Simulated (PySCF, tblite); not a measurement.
# Si₂H₃O₃ radical, a small gas-phase stand-in for a defect centre (silica 2-ring): EPR parameters

Wanted: the EPR parameters for `[O][SiH]1O[SiH2]O1`. It is drawn as: oxygen hole.

Programs: tblite 0.8.0 and PySCF 2.14.0. All values are calculated, for the isolated system unless a continuum is named. Atoms count from 0, parts from 1.

### Step 1. Starting point

8 atoms, charge 0, multiplicity 2; geometry: distance geometry start.

### Step 2. Geometry optimisation with GFN2-xTB

The job: settings as JSON, then the geometry in Å.

```
{"job": {"kind": "relax", "xc": "GFN2-xTB", "basis": "xTB"}, "charge": 0, "multiplicity": 2}
O     -0.827146    -1.506490     2.029396
Si    -0.975141    -2.544113     0.573421
O     -0.967376    -1.027812    -0.365725
Si    -0.823993     0.024585     1.085415
O     -2.300439     0.950739     1.353987
H      0.195713    -3.310312     0.352747
H     -2.198786    -3.212910     0.555909
H      0.362577     0.707880     1.157883
```

With the program's defaults for keys left out, this is: GFN2-xTB geometry optimisation, gas phase.

Launch:

```console
> OMP_NUM_THREADS=1 python cluster_run.py task.json out
```

This one command runs all jobs of the session in turn.

**Question.** The jobs that follow are: PBE0-D3(BJ)/def2-SVP geometry optimisation, gas phase; UKS B3LYP, IGLO-III on O Si, pcH-1 on H, non-relativistic, mean-field spin-orbit, GIAO; UKS BHandHLYP, IGLO-III on O Si, pcH-1 on H, non-relativistic, mean-field spin-orbit, GIAO. Predict: point group; rotational constants (main isotopes); g(iso) (B3LYP); ⟨S²⟩; largest a(iso) (averaged by class); potential on the surface of density 0.002 e/bohr³, 1st and 99th percentile.

The runs gave:

```
                                                                  quantity                 value
                                                               point group                    Cs
                                      rotational constants (main isotopes)  8.03, 2.63, 2.30 GHz
                                                            g(iso) (B3LYP)               2.01749
                                                                      ⟨S²⟩    0.753 (exact 0.75)
                                        largest a(iso) (averaged by class)   1H on H7, 110.0 MHz
potential on the surface of density 0.002 e/bohr³, 1st and 99th percentile    -1.04 V and 2.06 V
```

**Reading.** The start of the PBE0/def2-SVP relaxation was shaken at random by about 0.01 Å, so part of the energy gained, and of the first lengths quoted, undoes that. The optimisation took 7 steps and gained 0.920 eV; among the close pairs (by a distance rule), Si3–O4 changed most, from 1.537 to 1.665 Å (PBE0/def2-SVP). No frequency check was run at this level, so the end point may be a saddle. Most of the unpaired spin sits on O4 (0.96 e). The isotropic g lies 15.2 ppt above the free-electron value. These values are not to be trusted: the run shows nearly degenerate orbitals, where second-order g theory doesn't apply.
